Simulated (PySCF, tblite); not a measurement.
# C₂H₁₀N₂Si: dynamics, then NMR shifts on frames

Aim: move C₂H₁₀N₂Si (`CN(C)[SiH2]N`) away from its starting geometry and see how NMR shifts follow the geometry.

Programs: tblite 0.8.0 and PySCF 2.14.0, with density-fitted response routines of our own. Each step states its level of theory. These are calculated values for one molecule in the gas phase, unless marked as measured. Atoms count from 0, in the outputs and in this text.

**1. The starting structure**

15 atoms, charge 0, multiplicity 1; geometry from: GFN2-xTB.

Bonds of the start (Å): C0–N1 1.44, N1–C2 1.44, N1–Si3 1.72, Si3–N4 1.73, C0–H5 1.09, C0–H6 1.10, C0–H7 1.09, C2–H8 1.10, C2–H9 1.09, C2–H10 1.10, Si3–H11 1.47, Si3–H12 1.47, N4–H13 1.01, N4–H14 1.01.

**2. Dynamics with GFN2-xTB**

The job: settings as JSON, then the geometry in Å.

```
{"job": {"kind": "md", "xc": "GFN2-xTB", "basis": "xTB", "temperature": 300, "steps": 2000, "every": 50, "frames": 5}, "charge": 0, "multiplicity": 1}
C     -1.597249    -0.926049    -0.225694
N     -0.456982    -0.058062    -0.101944
C     -0.783925     1.172042     0.573993
Si     1.139197    -0.696798    -0.085230
N      2.160660     0.675527    -0.313419
H     -2.404912    -0.407633    -0.751954
H     -1.980362    -1.241303     0.754073
H     -1.326206    -1.814618    -0.789517
H     -1.535985     1.724216     0.000516
H      0.109327     1.781618     0.668672
H     -1.191132     0.988075     1.576567
H      1.624446    -1.283144     1.173457
H      1.131437    -1.712739    -1.147740
H      3.153683     0.519826    -0.266141
H      1.953589     1.287032    -1.087550
```

Method: GFN2-xTB Langevin dynamics, gas phase.

The run is started by

```
OMP_NUM_THREADS=1 python probes_run.py task.json out
```

This one command runs all jobs of the session in turn.

The log of the run:

```text
t/fs     T/K      E/eV
    0.0   239.3   -462.29331
   25.0   129.0   -461.99436
   50.0   161.7   -461.83660
   75.0   240.5   -461.93620
  100.0   241.5   -461.79681
  125.0   264.0   -461.93103
  150.0   213.4   -461.93543
  175.0   233.5   -461.84510
  200.0   257.2   -461.80261
  225.0   240.0   -461.86358
  250.0   321.9   -461.94528
  275.0   292.9   -461.71282
  300.0   294.9   -461.65604
  325.0   312.8   -461.62011
  350.0   305.1   -461.49592
  375.0   271.2   -461.53511
  400.0   409.8   -461.67072
  425.0   351.4   -461.80495
  450.0   292.8   -461.67343
  475.0   345.0   -461.93677
  500.0   259.5   -461.84218
  525.0   290.1   -461.90041
  550.0   256.7   -461.81927
  575.0   235.7   -461.60725
  600.0   352.1   -461.92185
  625.0   418.0   -461.88060
  650.0   399.7   -461.64813
  675.0   537.9   -461.69672
  700.0   363.7   -461.53342
  725.0   484.1   -461.57363
  750.0   423.9   -461.33674
  775.0   432.2   -461.25960
  800.0   498.2   -461.56414
  825.0   507.8   -461.74517
  850.0   345.7   -461.66672
  875.0   219.8   -461.42015
  900.0   336.4   -461.75919
  925.0   268.1   -461.57399
  950.0   346.6   -461.74559
  975.0   316.7   -461.68273
 1000.0   280.9   -461.80739
```

Run time: 9.5 s. Hardware: 1 thread of Arm Neoverse V1, shared host; peak memory 0.18 GiB.

Distance from the start (root mean square after alignment): 0 fs 0.00 Å, 200 fs 0.60 Å, 400 fs 0.86 Å, 600 fs 1.11 Å, 800 fs 0.91 Å, 1000 fs 0.86 Å.

Positions (Å) and forces (eV/Å) at 1000 fs:

```xyz
15

C    -1.680   -0.411    1.084    0.232    0.684   -0.501
N    -0.790    0.485    0.364   -0.922   -0.533    0.354
C    -1.199    0.494   -1.003    0.694   -0.884   -0.893
Si    0.827    0.784    0.824   -0.740    1.290   -0.956
N     1.205    2.165   -0.201    1.000   -0.883   -0.375
H    -1.509   -1.452    0.778   -0.131    0.096    0.294
H    -2.671   -0.085    0.809   -0.618   -0.302   -0.182
H    -1.625   -0.255    2.139    0.474   -0.250    0.698
H    -1.296   -0.573   -1.400    0.063    1.041    0.282
H    -0.386    0.982   -1.526   -0.177    0.116   -0.511
H    -2.140    1.013   -1.197   -0.001   -0.009    0.250
H     0.753    0.827    2.240   -0.056    0.461    1.077
H     1.743   -0.248    0.593    1.224   -1.185   -0.568
H     1.281    3.049    0.228   -0.494    0.994    0.831
H     2.082    2.162   -0.740   -0.548   -0.636    0.200
```

**3. Shielding tensors: 250 fs, PBE0/pcSseg-1**

The job: settings as JSON, then the geometry in Å.

```
{"job": {"kind": "nmr", "xc": "PBE0", "basis": "pcSseg-1", "pop": false}, "charge": 0, "multiplicity": 1}
C     -1.993900    -0.927300    -0.171100
N     -0.830500    -0.090300    -0.300300
C     -1.222300     1.326100    -0.349600
Si     0.776200    -0.645900    -0.130300
N      1.787700     0.788600    -0.339000
H     -2.563600    -1.010500    -1.131700
H     -2.731900    -0.483700     0.583900
H     -1.753700    -1.906500     0.109600
H     -1.960800     1.432700    -1.140800
H     -0.302300     1.910900    -0.643600
H     -1.663600     1.750300     0.566700
H      1.000600    -1.233600     1.164900
H      1.035000    -1.576900    -1.198600
H      1.690700     1.600200     0.263400
H      2.785000     0.518000    -0.248400
```

Method: GIAO PBE0/pcSseg-1 NMR shielding, non-relativistic, gas phase.

The log of the run:

```text
coarse grid: 12120 points
cycle   1  E = -480.7771914675  dE =  2.791e-01  |g| = 4.897e-01  |ddm| = 3.264e+00
cycle   2  E = -480.7357814721  dE =  4.141e-02  |g| = 6.597e-01  |ddm| = 1.098e+00
cycle   3  E = -480.8317021889  dE = -9.592e-02  |g| = 5.079e-02  |ddm| = 6.735e-01
cycle   4  E = -480.8321462498  dE = -4.441e-04  |g| = 2.123e-02  |ddm| = 4.798e-02
cycle   5  E = -480.8322350723  dE = -8.882e-05  |g| = 5.876e-03  |ddm| = 1.593e-02
cycle   6  E = -480.8322413751  dE = -6.303e-06  |g| = 1.735e-03  |ddm| = 5.431e-03
final grid: 110048 points
cycle   7  E = -480.8555845079  dE = -1.936e-05  |g| = 8.251e-03  |ddm| = 2.035e-02
cycle   8  E = -480.8555728912  dE =  1.162e-05  |g| = 1.117e-02  |ddm| = 1.493e-02
cycle   9  E = -480.8555995503  dE = -2.666e-05  |g| = 6.846e-04  |ddm| = 8.540e-03
cycle  10  E = -480.8555996518  dE = -1.015e-07  |g| = 1.694e-04  |ddm| = 5.998e-04
cycle  11  E = -480.8555996583  dE = -6.491e-09  |g| = 3.182e-05  |ddm| = 1.584e-04
cycle  12  E = -480.8555996584  dE = -1.857e-10  |g| = 1.391e-05  |ddm| = 4.065e-05
converged SCF energy = -480.8555996584

GIAO shielding tensors (ppm)
atom      isotropic    diamagn.    paramagn.     s11        s22        s33       span
  0 C      145.901     242.011     -96.111    117.688    134.739    185.275     67.587
  1 N      264.041     327.805     -63.765    219.220    264.592    308.310     89.090
  2 C      144.820     245.369    -100.549    118.361    132.890    183.209     64.848
  3 Si     381.135     881.666    -500.531    349.332    364.235    429.840     80.509
  4 N      253.904     316.018     -62.115    222.871    236.076    302.764     79.892
  5 H       28.428      27.802       0.626     23.636     26.184     35.464     11.828
  6 H       28.431      27.622       0.809     24.249     25.928     35.116     10.867
  7 H       29.835      30.460      -0.625     25.411     27.431     36.663     11.252
  8 H       29.386      29.832      -0.446     25.149     27.078     35.931     10.782
  9 H       27.573      30.205      -2.632     21.386     29.165     32.169     10.783
 10 H       29.321      30.168      -0.847     25.378     26.791     35.794     10.417
 11 H       26.534      31.602      -5.068     23.026     24.596     31.980      8.954
 12 H       26.888      30.946      -4.058     23.260     24.729     32.675      9.415
 13 H       31.229      32.288      -1.059     23.627     29.412     40.649     17.022
 14 H       31.518      28.847       2.671     24.236     26.896     43.422     19.186
```

Run time: 15 s. Hardware: 1 thread of Arm Neoverse V1, shared host; peak memory 0.7 GiB.

The references, computed at this level on geometries of the same kind, shield at (ppm): ¹H TMS 31.72, ¹³C TMS 186.9, ²⁹Si TMS 349.2, ¹⁵N NH3 267.7. Their shielding less the atom's gives the shift. The references are single molecules in the gas phase, so shifts against H2O, NH3, PH3, H3PO4 or CFCl3 are not on the usual liquid scales and can be off by tens of ppm. Each atom is listed at this fixed geometry, with no averaging over motion; a spectrum would average atoms that exchange fast.

```tsv
atoms	environment	σ (ppm)	δ (ppm)
C2	methyl carbon bonded to N	144.8	42.1
C0	methyl carbon bonded to N	145.9	41.0
H11	hydrogen on a silicon bonded to 2 N	26.53	5.18
H12	hydrogen on a silicon bonded to 2 N	26.89	4.83
H9	hydrogen on a methyl carbon bonded to N	27.57	4.14
H5	hydrogen on a methyl carbon bonded to N	28.43	3.29
H6	hydrogen on a methyl carbon bonded to N	28.43	3.29
H10	hydrogen on a methyl carbon bonded to N	29.32	2.40
H8	hydrogen on a methyl carbon bonded to N	29.39	2.33
H7	hydrogen on a methyl carbon bonded to N	29.84	1.88
H13	hydrogen on a nitrogen bonded to Si	31.23	0.49
H14	hydrogen on a nitrogen bonded to Si	31.52	0.20
N4	nitrogen bonded to Si, 2 H	253.9	13.8
N1	nitrogen bonded to 2 C, Si	264.0	3.7
Si3	silicon bonded to 2 N, 2 H	381.1	-32.0
```

The fields below are evaluated on a grid from the run's orbitals.

Frontier orbitals at PBE0/pcSseg-1, with the share of their density that lies nearest to each atom:

```tsv
orbital	energy (eV)	lies on
HOMO	-6.03	N1 61 %; H5, H10, H11 about 6 % each
LUMO	0.83	H14 18 %; Si3 14 %; H11, H12, H13 about 13 % each
```

ELF in a plane through or near 7 of the atoms.

Ten even steps from '0' (0.00) to '9' (0.99):
```
0000000000000000000000000000
0000000000000000000000000000
0000000000000000000000000000
0000000000023100000000000000
0000000000079631110000000000
0000000120089974541000000000
0000002784069972663000000000
0000003897117745351000000000
0000134667400478610010000000
0001799736723654533541000000
0002999879604843864751000000
0001899666271886818541000000
0000032011182231487520000000
0000000001111100799820000000
0000000002333100899930000000
0000000000121000599810000000
0000000000000000034100000000
0000000000000000000000000000
0000000000000000000000000000
0000000000000000000000000000
```
The map spans 11.6 Å across and 8.9 Å up, centred on the molecule. Atoms in the plane (x, y in Å): C0 (1.8, -0.7), N1 (0.5, -0.1), C2 (0.6, 1.4), Si3 (-1.0, -1.0), N4 (-2.3, 0.3), H7 (1.7, -1.7), H14 (-3.2, -0.2).

log10 of the density (e/Å³) in the same plane.

Ten even steps from '0' (-4.0) to '9' (1.6):
```
0000000000000000000000000000
0000000000000000000000000000
0000000000011222211000000000
0000000011233444332210000000
0000001222345555544320000000
0000023344456666654321000000
0000134555456778765431000000
0001245676556779765432100000
0002356787655677755443210000
0013457787666778766654320000
0013467777666789777764321000
0012456666797777789764321000
0001234456797665677654310000
0000123345666555677653210000
0000012345555444566543100000
0000001234444433445432100000
0000001123333322333321000000
0000000011222111111100000000
0000000000111000000000000000
0000000000000000000000000000
```
The map spans 11.6 Å across and 8.9 Å up, centred on the molecule. Atoms in the plane (x, y in Å): C0 (1.8, -0.7), N1 (0.5, -0.1), C2 (0.6, 1.4), Si3 (-1.0, -1.0), N4 (-2.3, 0.3), H7 (1.7, -1.7), H14 (-3.2, -0.2).

On the surface of density 0.002 e/bohr³ the electrostatic potential runs, from the 1st to the 99th percentile, from -1.55 V near N4 to 1.46 V near H14.

**4. Nuclear shieldings: 425 fs, PBE0/pcSseg-1**

The job: settings as JSON, then the geometry in Å.

```
{"job": {"kind": "nmr", "xc": "PBE0", "basis": "pcSseg-1", "pop": false}, "charge": 0, "multiplicity": 1}
C     -1.899200    -0.788900     0.044000
N     -0.740000     0.086800    -0.071800
C     -1.092000     1.405500    -0.606500
Si     0.816900    -0.656600     0.046100
N      1.882900     0.651500     0.190000
H     -1.883200    -1.467800    -0.797400
H     -2.819200    -0.284100     0.090400
H     -1.798400    -1.338300     0.963300
H     -1.006000     1.404800    -1.733100
H     -0.512300     2.205700    -0.097700
H     -2.189700     1.473900    -0.395700
H      0.651000    -1.409500     1.271500
H      1.136100    -1.482600    -1.134100
H      1.743500     1.465600     0.808200
H      2.863100     0.440600     0.125500
```

With the program's defaults for keys left out, this is: GIAO PBE0/pcSseg-1 NMR shielding, non-relativistic, gas phase.

The log of the run:

```text
coarse grid: 12120 points
cycle   1  E = -480.7658964892  dE =  3.445e-01  |g| = 5.162e-01  |ddm| = 3.276e+00
cycle   2  E = -480.7218563847  dE =  4.404e-02  |g| = 6.894e-01  |ddm| = 1.190e+00
cycle   3  E = -480.8261633755  dE = -1.043e-01  |g| = 5.651e-02  |ddm| = 7.428e-01
cycle   4  E = -480.8266944595  dE = -5.311e-04  |g| = 2.528e-02  |ddm| = 5.593e-02
cycle   5  E = -480.8268170401  dE = -1.226e-04  |g| = 6.804e-03  |ddm| = 2.126e-02
cycle   6  E = -480.8268255711  dE = -8.531e-06  |g| = 2.085e-03  |ddm| = 7.079e-03
final grid: 110048 points
cycle   7  E = -480.8504767046  dE = -2.344e-05  |g| = 8.103e-03  |ddm| = 1.961e-02
cycle   8  E = -480.8504664106  dE =  1.029e-05  |g| = 1.075e-02  |ddm| = 1.474e-02
cycle   9  E = -480.8504909434  dE = -2.453e-05  |g| = 6.063e-04  |ddm| = 8.475e-03
cycle  10  E = -480.8504910212  dE = -7.780e-08  |g| = 1.575e-04  |ddm| = 5.349e-04
cycle  11  E = -480.8504910268  dE = -5.577e-09  |g| = 2.558e-05  |ddm| = 1.299e-04
cycle  12  E = -480.8504910270  dE = -1.342e-10  |g| = 6.317e-06  |ddm| = 3.185e-05
converged SCF energy = -480.8504910270

GIAO shielding tensors (ppm)
atom      isotropic    diamagn.    paramagn.     s11        s22        s33       span
  0 C      145.550     245.558    -100.008    107.382    135.493    193.775     86.392
  1 N      261.311     328.783     -67.472    206.006    281.998    295.927     89.922
  2 C      134.176     243.954    -109.778     99.948    125.441    177.139     77.191
  3 Si     385.062     881.965    -496.903    351.509    371.034    432.645     81.136
  4 N      257.060     317.181     -60.121    221.878    256.244    293.058     71.181
  5 H       28.965      29.967      -1.002     23.574     26.853     36.468     12.894
  6 H       30.534      31.940      -1.406     27.192     28.547     35.862      8.670
  7 H       28.850      30.895      -2.045     24.184     26.772     35.595     11.410
  8 H       27.428      28.491      -1.064     23.135     25.057     34.092     10.957
  9 H       27.621      29.780      -2.159     22.421     26.654     33.787     11.366
 10 H       28.549      30.128      -1.579     24.467     27.698     33.481      9.014
 11 H       26.652      31.887      -5.236     23.176     25.033     31.746      8.570
 12 H       26.481      30.331      -3.850     23.391     24.055     31.998      8.607
 13 H       30.444      31.210      -0.766     22.772     28.294     40.265     17.493
 14 H       31.806      30.119       1.687     24.396     27.040     43.980     19.584
```

Run time: 11 s. Hardware: 1 thread of Arm Neoverse V1, shared host; peak memory 0.76 GiB.

Key values: δ C2 52.7, C0 41.4, N4 10.7, N1 6.4, H12 5.24, H11 5.07 ppm.

(Part 1 of 2 ends here.)
